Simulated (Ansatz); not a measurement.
# InO: the cost of one run

Program: Ansatz 0.2.0. Level of theory: DFT LDA, scalar-relativistic, plane waves, PAW. These are calculated values, not measurements.

4 further runs of the same task are left out: 4 that didn't finish.

## (1) The starting structure

Symmetry: P-6m2, No. 187, hexagonal system. Conventional cell: a = 3.454 Å, b = 3.454 Å, c = 15.877 Å, α = 90.00°, β = 90.00°, γ = 120.00°. Around In (site symmetry 3m) lie 3 O at 2.15 Å. O (site symmetry 3m) has 3 In at 2.15 Å as nearest neighbours.

Structure file:

```
CELL_PARAMETERS angstrom
3.45361 0.00000 0.00000
-1.72681 2.99092 0.00000
0.00000 0.00000 15.87710
ATOMIC_POSITIONS crystal
In 0.66667 0.33333 0.59002
In 0.66667 0.33333 0.40998
O 0.00000 0.00000 0.63987
O 0.00000 0.00000 0.36013
```

Source of the structure: the Materials Project (structure only).

## (2) Quick check of gap, pressure and forces

Input file input.yaml:

```yaml
crystal:
  lattice:
    - [3.4536138013, 0.0, 0.0]
    - [-1.7268069007, 2.9909172868, 0.0]
    - [0.0, 0.0, 15.8771]
  atoms:
    - { symbol: In, position: [0.66666667, 0.33333333, 0.590021] }
    - { symbol: In, position: [0.66666667, 0.33333333, 0.409979] }
    - { symbol: O, position: [0.0, 0.0, 0.639867] }
    - { symbol: O, position: [0.0, 0.0, 0.360133] }
basis:
  ecutwfc: 420
kpoints:
  mp_grid: { grid: [6, 6, 1] }
hamiltonian:
  xc: lda
scf:
  occupations: { method: gaussian, width: 0.1 }
output:
  forces: true
  stress: true
  eigenvalues: true
```

Launch:

```sh
ansatz run input.yaml --threads 1 --pin off --max-ram 2560MiB --backend cpu --events-out ev --progress --plain --runs-dir out
```

What time and memory should one allow on 1 thread of Intel Xeon at 2.70GHz, shared host?

About 3.2 s, with a peak of 0.34 GiB.
